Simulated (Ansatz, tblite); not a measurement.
# C36H14S12: one state, many levels

How do method and basis change the picture of C36H14S12 (singlet)?

Computed with Ansatz 0.2.0, Gaussian basis. Level: as each input shows.

The runs, in order: GFN1-xTB, GFN2-xTB, PBE-D4/def2-SVP, r2SCAN-D4/def2-SVP.

1 further run of the same task is left out (set aside as unsound or not needed).

### 1 The geometry

The geometry is that of the singlet, from an earlier relaxation (PBE-D4/def2-SVP).

SMILES `c1cc2sc(-c3cc4sc(-c5cc6sc(-c7cc8sc(-c9cc%10sc(-c%11cc%12sccc%12s%11)cc%10s9)cc8s7)cc6s5)cc4s3)cc2s1`, 62 atoms, charge 0, spin multiplicity 1.

Bond lengths: C1–C2 1.382 Å, C1–S48 1.746 Å, C1–H49 1.097 Å, C2–C3 1.424 Å, C2–H50 1.098 Å, C3–S4 1.740 Å, C3–C47 1.410 Å, S4–C5 1.769 Å, C5–C6 1.443 Å, C5–C46 1.396 Å, C6–C7 1.397 Å, C6–S45 1.770 Å, C7–C8 1.414 Å, C7–H51 1.097 Å, C8–S9 1.741 Å, C8–C44 1.412 Å, S9–C10 1.771 Å, C10–C11 1.440 Å and more. Angles: C2–C1–S48 113.4°, C2–C1–H49 127.6°, S48–C1–H49 119.0°, C1–C2–C3 110.9°, C1–C2–H50 123.7°, C3–C2–H50 125.5°, C2–C3–S4 135.3°, C2–C3–C47 114.1°, S4–C3–C47 110.6°, C3–S4–C5 91.5°, S4–C5–C6 120.4°, S4–C5–C46 111.8°, C6–C5–C46 127.8°, C5–C6–C7 127.8°, C5–C6–S45 120.4°, C7–C6–S45 111.8°, C6–C7–C8 111.7°, C6–C7–H51 123.1° and more.

PBE0-D4/def2-SVP was run before; its log isn't repeated, and its numbers join the tables.

### 2 GFN1-xTB

Tight binding, by tblite at 300 K electronic temperature and without a spin-polarisation term:

```python
tblite.interface.Calculator('GFN1-xTB', numbers, positions, charge=0, uhf=0).singlepoint()
```

Energy -3482.7753 eV, HOMO -10.10 eV, LUMO -8.78 eV; 0.53 s.

### 3 GFN2-xTB

Tight binding, by tblite at 300 K electronic temperature and without a spin-polarisation term:

```python
tblite.interface.Calculator('GFN2-xTB', numbers, positions, charge=0, uhf=0).singlepoint()
```

Energy -3351.6220 eV, HOMO -9.73 eV, LUMO -8.43 eV; 0.56 s.

### 4 PBE-D4/def2-SVP

start.molden holds the orbitals of an earlier run on this state, given as this run's starting guess.

in.yaml

```yaml
crystal:
  periodic: [false, false, false]
  atoms:
    - {symbol: C, position_ang: [-17.475942, -0.099158, 0.709440]}
    - {symbol: C, position_ang: [-16.608243, -0.821942, 1.506843]}
    - {symbol: C, position_ang: [-15.254648, -0.556444, 1.153277]}
    - {symbol: S, position_ang: [-13.700583, -1.102939, 1.713852]}
    - {symbol: C, position_ang: [-12.863349, -0.080953, 0.536905]}
    - {symbol: C, position_ang: [-11.421464, -0.069161, 0.474225]}
    - {symbol: C, position_ang: [-10.611698, 0.534891, -0.491133]}
    - {symbol: C, position_ang: [-9.238271, 0.340658, -0.217487]}
    - {symbol: S, position_ang: [-7.751274, 0.809494, -0.991862]}
    - {symbol: C, position_ang: [-6.791450, -0.012220, 0.248401]}
    - {symbol: C, position_ang: [-5.352743, -0.000338, 0.183921]}
    - {symbol: C, position_ang: [-4.449231, -0.580364, 1.080802]}
    - {symbol: C, position_ang: [-3.109914, -0.360980, 0.688819]}
    - {symbol: S, position_ang: [-1.552174, -0.794614, 1.334536]}
    - {symbol: C, position_ang: [-0.719711, 0.023102, 0.002459]}
    - {symbol: C, position_ang: [0.718689, 0.034307, -0.058739]}
    - {symbol: C, position_ang: [1.534567, 0.644868, -1.017810]}
    - {symbol: C, position_ang: [2.905553, 0.438740, -0.745571]}
    - {symbol: S, position_ang: [4.398672, 0.908311, -1.510221]}
    - {symbol: C, position_ang: [5.350233, 0.080465, -0.267734]}
    - {symbol: C, position_ang: [6.789465, 0.085127, -0.319253]}
    - {symbol: C, position_ang: [7.676633, -0.533297, 0.568141]}
    - {symbol: C, position_ang: [9.022755, -0.313656, 0.200002]}
    - {symbol: S, position_ang: [10.567624, -0.787553, 0.849886]}
    - {symbol: C, position_ang: [11.423224, 0.060544, -0.447462]}
    - {symbol: C, position_ang: [12.864303, 0.039920, -0.480255]}
    - {symbol: C, position_ang: [13.740571, -0.624856, 0.377962]}
    - {symbol: C, position_ang: [15.094741, -0.405769, 0.018740]}
    - {symbol: S, position_ang: [16.637912, -0.923472, 0.639596]}
    - {symbol: C, position_ang: [17.477634, -0.034536, -0.606440]}
    - {symbol: C, position_ang: [16.629503, 0.635654, -1.468571]}
    - {symbol: C, position_ang: [15.268397, 0.421781, -1.109136]}
    - {symbol: S, position_ang: [13.728977, 0.941821, -1.734307]}
    - {symbol: C, position_ang: [10.539623, 0.681348, -1.333354]}
    - {symbol: C, position_ang: [9.190542, 0.467872, -0.964107]}
    - {symbol: S, position_ang: [7.644856, 0.940264, -1.611463]}
    - {symbol: C, position_ang: [4.533122, -0.529204, 0.690246]}
    - {symbol: C, position_ang: [3.163013, -0.324532, 0.415578]}
    - {symbol: S, position_ang: [1.672176, -0.796158, 1.180841]}
    - {symbol: C, position_ang: [-1.623134, 0.603126, -0.894901]}
    - {symbol: C, position_ang: [-2.962600, 0.383840, -0.503149]}
    - {symbol: S, position_ang: [-4.520959, 0.817418, -1.148325]}
    - {symbol: C, position_ang: [-7.602061, -0.617992, 1.214167]}
    - {symbol: C, position_ang: [-8.974888, -0.414457, 0.946773]}
    - {symbol: S, position_ang: [-10.463349, -0.876108, 1.724299]}
    - {symbol: C, position_ang: [-13.759537, 0.639099, -0.254594]}
    - {symbol: C, position_ang: [-15.105322, 0.363568, 0.095299]}
    - {symbol: S, position_ang: [-16.663827, 0.903322, -0.467491]}
    - {symbol: H, position_ang: [-18.572441, -0.096843, 0.744406]}
    - {symbol: H, position_ang: [-16.937237, -1.504006, 2.301245]}
    - {symbol: H, position_ang: [-11.013109, 1.076456, -1.356383]}
    - {symbol: H, position_ang: [-4.762423, -1.132980, 1.975021]}
    - {symbol: H, position_ang: [1.138559, 1.212009, -1.869105]}
    - {symbol: H, position_ang: [7.347630, -1.115844, 1.437281]}
    - {symbol: H, position_ang: [13.400586, -1.242241, 1.219829]}
    - {symbol: H, position_ang: [18.574197, -0.058809, -0.630681]}
    - {symbol: H, position_ang: [16.977661, 1.245867, -2.311780]}
    - {symbol: H, position_ang: [10.874719, 1.255411, -2.207209]}
    - {symbol: H, position_ang: [4.927801, -1.092301, 1.544735]}
    - {symbol: H, position_ang: [-1.309487, 1.155490, -1.789141]}
    - {symbol: H, position_ang: [-7.202027, -1.179898, 2.067061]}
    - {symbol: H, position_ang: [-13.440840, 1.338862, -1.036934]}
basis:
  gaussian: {orbitals: def2-SVP, fitting: {mean_field: def2-universal-jkfit}, initial_orbitals: start.molden}
hamiltonian: {xc: pbe, dispersion: d4}
scf: {omitted_lower_state_checks: [starts]}
output: {forces: true, orbitals: {seedname: orbitals}}
```

On the command line:

```sh
ansatz run in.yaml --threads 5 --pin off --events-out ev --progress --plain --max-ram 66560MiB --backend cuda --devices 0, --max-vram 37GiB
```

Further steps of the session: r2SCAN-D4/def2-SVP.

Q: Predict the results of all the runs planned. Wanted: gap in def2-SVP, named functionals, smallest and largest; binding an atom, functionals in def2-SVP.

The runs gave:

| quantity | value |
| --- | --- |
| gap in def2-SVP, named functionals, smallest and largest | 1.36 eV (PBE-D4), 2.50 eV (PBE0-D4) |
| binding an atom, functionals in def2-SVP | 5.41 (r2SCAN-D4) to 5.66 eV (PBE-D4) |

**Reading.** Over the named functionals in def2-SVP the gap runs from 1.36 eV (PBE-D4) to 2.50 eV (PBE0-D4); exact exchange widens it.
